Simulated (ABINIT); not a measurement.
The system is InPt.

```xyz
2
Lattice="1.5824 0.9136 4.3286 -1.5824 0.9136 4.3286 0.0000 -1.8272 4.3286" Properties=species:S:1:pos:R:3 pbc="T T T"
Pt    0.0000    0.0000    0.0000
In    0.0000    0.0000    6.4930
```

The cell comes from a database or a generator and needn't be the stable form of this composition.

* Program: ABINIT 10.8.3 (patched build)
* Task: relaxation of cell and atoms
* Functional: PBEsol
* Potentials or basis: JTH PAW PBE v2.0
* Cutoff: 599 eV
* k mesh: 8 × 8 × 8
* Occupations: fermi-dirac, width 0.05 eV
* Spin: no spin polarisation

At the start: pressure -6.6 GPa; volume 18.77 Å³/atom.

Q: Where does the relaxation end?

A: Over 9 steps the energy falls by 21.1 meV/atom and the volume is 17.79 Å³/atom (-5.2 %); space group R-3m (No. 166, to 0.05 Å).

The path:
| step | energy change (eV) | largest force (eV/Å) | pressure (GPa) | volume (Å³) |
| --- | --- | --- | --- | --- |
| 1 | 0.0000 | 0.0000 | -6.64 | 37.55 |
| 2 | -0.0255 | 0.0000 | -4.07 | 36.79 |
| 3 | -0.0390 | 0.0000 | 0.38 | 35.67 |
| 4 | -0.0395 | 0.0000 | 0.00 | 35.74 |
| 5 | -0.0407 | 0.0000 | -0.52 | 35.81 |
| 6 | -0.0418 | 0.0000 | -0.62 | 35.75 |
| 7 | -0.0421 | 0.0000 | -0.28 | 35.64 |
| 8 | -0.0421 | 0.0000 | -0.02 | 35.59 |
| 9 | -0.0421 | 0.0000 | 0.00 | 35.58 |

Final structure:
```yaml
crystal:
  lattice:
    - [1.54294, 0.89082, 4.31466]
    - [-1.54294, 0.89082, 4.31466]
    - [0.00000, -1.78164, 4.31466]
  atoms:
    - { symbol: Pt, position: [0.00000, 0.00000, 0.00000] }
    - { symbol: In, position: [0.50000, 0.50000, 0.50000] }
```

Caveat: the PAW data sets were made with another functional, which shifts forces and pressure a little.
